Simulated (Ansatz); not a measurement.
# ZnGa3P3: the cost of one run

Computed with Ansatz 0.2.0 (DFT r2SCAN, scalar-relativistic, plane waves, PAW, unless a step's input says otherwise).

3 further runs of the same task are left out: 1 that didn't finish, 2 set aside as unsound or not needed.

## 1. Starting point

The structure is orthorhombic, space group Pmm2 (No. 25). Conventional cell: a = 3.854 Å, b = 3.854 Å, c = 23.813 Å, α = 90.00°, β = 90.00°, γ = 90.00°. Around P (site symmetry mm2) lie 2 Ga at 2.36 Å. Around Ga (site symmetry mm2) lie 4 P at 2.36 Å. P (site symmetry mm2) has 4 Ga at 2.34 to 2.36 Å as nearest neighbours. Around Ga (site symmetry mm2) lie 4 P at 2.34 to 2.39 Å. Around P (site symmetry mm2) lie 4 Ga at 2.38 to 2.39 Å. Ga (site symmetry mm2) has 2 P at 2.38 Å as nearest neighbours.

As a file:

```cif
data_structure
_symmetry_space_group_name_H-M 'Pmm2'
_symmetry_Int_Tables_number 25
_cell_length_a 3.8541
_cell_length_b 3.8541
_cell_length_c 23.8131
_cell_angle_alpha 90.000
_cell_angle_beta 90.000
_cell_angle_gamma 90.000
_cell_volume 353.72
loop_
_atom_site_label
_atom_site_type_symbol
_atom_site_symmetry_multiplicity
_atom_site_Wyckoff_symbol
_atom_site_fract_x
_atom_site_fract_y
_atom_site_fract_z
_atom_site_occupancy
P1 P 1 b 0.00000 0.50000 0.35695 1
Ga1 Ga 1 d 0.50000 0.50000 0.41417 1
P2 P 1 c 0.50000 0.00000 0.47139 1
Ga2 Ga 1 a 0.00000 0.00000 0.52697 1
P3 P 1 b 0.00000 0.50000 0.58617 1
Ga3 Ga 1 d 0.50000 0.50000 0.64507 1
```

Miller indices refer to the conventional cell of the relaxed bulk, F-43m (No. 216): a = 5.451 Å, b = 5.451 Å, c = 5.451 Å, α = 90.00°, β = 90.00°, γ = 90.00°.

This (100) slab, 6.8 Å thick as cut, with 17 Å of vacuum; its outer planes are Ga (top) and P (bottom), was relaxed beforehand with its lower half held: -13647.2936 eV, work function 4.86 eV (top face), 6.49 eV (bottom face), dipole along +c 0.134 e·Å per cell.

## 2. Zn put at a top (Ga) site

Contents of input.yaml:

```yaml
crystal:
  lattice:
    - [3.8540855109, 0.0, 0.0]
    - [0.0, 3.8540855109, 0.0]
    - [0.0, 0.0, 25.813125]
  atoms:
    - { symbol: P, position: [0.0, 0.5, 0.3292898477] }
    - { symbol: Ga, position: [0.5, 0.5, 0.3820779157] }
    - { symbol: P, position: [0.5, 0.0, 0.4348659839] }
    - { symbol: Ga, position: [0.0, 0.0, 0.4861365772] }
    - { symbol: P, position: [0.0, 0.5, 0.5407579864] }
    - { symbol: Ga, position: [0.5, 0.5, 0.5950895385] }
    - { symbol: Zn, position: [0.5, 0.5, 0.6896150948] }
basis:
  ecutwfc: 500
kpoints:
  mp_grid: { grid: [7, 7, 1] }
hamiltonian:
  xc: r2scan
scf:
  occupations: { method: gaussian, width: 0.05 }
output:
  forces: true
  eigenvalues: true
  write_density: true
  write_potential: true
  elf: true
  volumetric_format: npy
relax:
  adjacent_minimum: "off"
  f_tol: 0.03
  max_steps: 70
  constraints: [{ sites: [0, 1, 2] }]
efield:
  axis: 3
  dipole_correction: true
  ramp_width: 0.04
```

Command:

```sh
$ ansatz run input.yaml --threads 2 --pin off --max-ram 5120MiB --backend cpu --events-out ev --progress --plain --runs-dir out
```

Q: Estimate wall time and peak memory on 2 threads of Arm Neoverse V1, shared host.

About 2.7 min, with a peak of 1.4 GiB.
